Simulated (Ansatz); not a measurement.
SiW3, space group Im-3m, a convergence test of the plane-wave cutoff

Program: Ansatz's Python interface.

Run as a notebook:

In [1]:
```python
from dataclasses import dataclass

import ansatz as az
import pandas as pd
```

In [2]:
```python
@dataclass
class RunConfig:
    xc: str = "pbe"
    scf_tol: float = 1e-07
    kgrid: tuple[int, ...] = (6, 6, 6)


cfg = RunConfig()
```

In [3]:
```python
crystal = (
    az.Lattice.of((-2.606175, 2.606175, 2.606175), (2.606175, -2.606175, 2.606175), (2.606175, 2.606175, -2.606175))
    .atom("Si", (0.0, 0.0, 0.0))
    .atom("W", (0.5, 0.5, 0.0))
    .atom("W", (0.5, 0.0, 0.5))
    .atom("W", (0.0, 0.5, 0.5))
)
```

In [4]:
```python
job = (
    crystal.calculation()
    .occupations(az.OccupationsMethod.COLD)
    .functional(cfg.xc)
    .scf(tolerance=cfg.scf_tol)
    .kpoints(*cfg.kgrid)
)

rows = []
for value in [300, 400, 500, 600, 700]:
    data = job.basis(value).run(threads=1).report
    rows.append((value, data["free_energy_ev"] / len(data["lattice"]["sites"]), data["n_iterations"], data["n_pw"]))

table = pd.DataFrame(rows, columns=["cutoff (eV)", "F/atom (eV)", "iterations", "plane waves"])
table.round(5)
```
```text
DeckWarning: basis.ecutwfc = 300 eV is below the records' recommended 420 eV, and the density's cutoff is lower with it unless basis.ecutrho_ratio is high enough to keep the records' density cutoff: compare with a run at a higher cutoff
DeckWarning: basis.ecutwfc = 400 eV is below the records' recommended 420 eV, and the density's cutoff is lower with it unless basis.ecutrho_ratio is high enough to keep the records' density cutoff: compare with a run at a higher cutoff
```
Out [4]:
```text
   cutoff (eV)  F/atom (eV)  iterations  plane waves
0          300  -7946.18417           5          887
1          400  -7946.21877           5         1289
2          500  -7946.21998           5         1865
3          600  -7946.22008           5         2347
4          700  -7946.22012           5         3043
```

In [5]:
```python
# the last row is the reference
for row in rows[:-1]:
    shift = 1000 * (row[1] - rows[-1][1])
    print(f"{row[0]}: {shift:+.2f} meV/atom" + ("  (within 5 meV)" if abs(shift) < 5 else ""))
```
```text
300: +35.94 meV/atom
400: +1.35 meV/atom  (within 5 meV)
500: +0.13 meV/atom  (within 5 meV)
600: +0.04 meV/atom  (within 5 meV)
```

From 400 eV on it stays within 5 meV an atom of the value at 700 eV; the first row (300 eV) is off by 35.9 meV and the last but one by 0.04 meV. The energy falls steadily, as expected when plane waves are added.

Reading the output:
- The mesh is modest for a metal, so energies can be off by several to tens of meV an atom and pressures by half a GPa or more; differences at equal mesh fare better.
- Spin-orbit coupling, which matters for elements this heavy, is left out.
- This cell is a computed structure, which may not be the phase found in nature.
- Warnings are shown shortened and without file and line.
- Shifts are counted from the last row, which is itself no proven limit.
- Timing: 7.4 s on 1 thread of Intel(R) Xeon(R) Platinum 8488C (Sapphire Rapids), on a shared host, peak memory 0.5 GiB.

(Lines on the test bed's own set-up are left out of the output.)
